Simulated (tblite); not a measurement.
# C5H11NOSi2: the cost of one run

Programs: PySCF 2.14.0 with density-fitted response routines of our own, and tblite 0.8.0. All values are computed, except where a source is named. Atoms count from 0 throughout.

## 1. The molecule as given

20 atoms, charge 0, multiplicity 1; geometry from: force field or distance geometry start.

Bonds of the start (Å): C0–C1 1.35, C0–H10 1.08, C0–H9 1.09, C1–H11 1.09, C1–Si2 1.82, C3–C4 1.36, C3–H14 1.09, C4–N6 1.40, C4–Si5 1.91, C7–H19 1.10, C7–O8 1.23, N6–C7 1.38, N6–H18 1.01, Si2–C3 1.86, Si2–H12 1.48, Si2–H13 1.48, Si5–H15 1.48, Si5–H16 1.48, Si5–H17 1.49.

## 2. GFN2-xTB relaxation, start minimum

Job settings and geometry (Å):

```
{"job": {"xc": "GFN2-xTB", "basis": "xTB", "kind": "relax"}, "charge": 0, "multiplicity": 1}
C      2.504100    -0.953600     1.875300
C      2.198000    -1.447800     0.659200
Si     1.909600    -0.504800    -0.868300
C      0.555900     0.751100    -0.645400
C     -0.778800     0.610200    -0.443100
Si    -1.686900    -1.070700    -0.382000
N     -1.486800     1.809500    -0.310400
C     -2.833000     2.006800    -0.099300
O     -3.723100     1.167700    -0.002800
H      2.580100     0.115100     2.066500
H      2.649800    -1.614000     2.722400
H      2.119200    -2.529900     0.540800
H      1.538700    -1.422600    -1.964500
H      3.141000     0.221700    -1.255300
H      0.996900     1.742600    -0.663400
H     -0.721900    -2.183900    -0.568200
H     -2.668400    -1.161300    -1.482100
H     -2.296200    -1.272600     0.959600
H     -0.945200     2.664600    -0.347800
H     -3.058100     3.082500    -0.026600
```

Started as:

```console
> OMP_NUM_THREADS=1 python ens_run.py task.json out
```

This one command runs the whole study; its stages follow in the order run.

Q: Estimate the wall time of this first job on 1 thread of Arm Neoverse V2, shared host.

About 2.1 s.
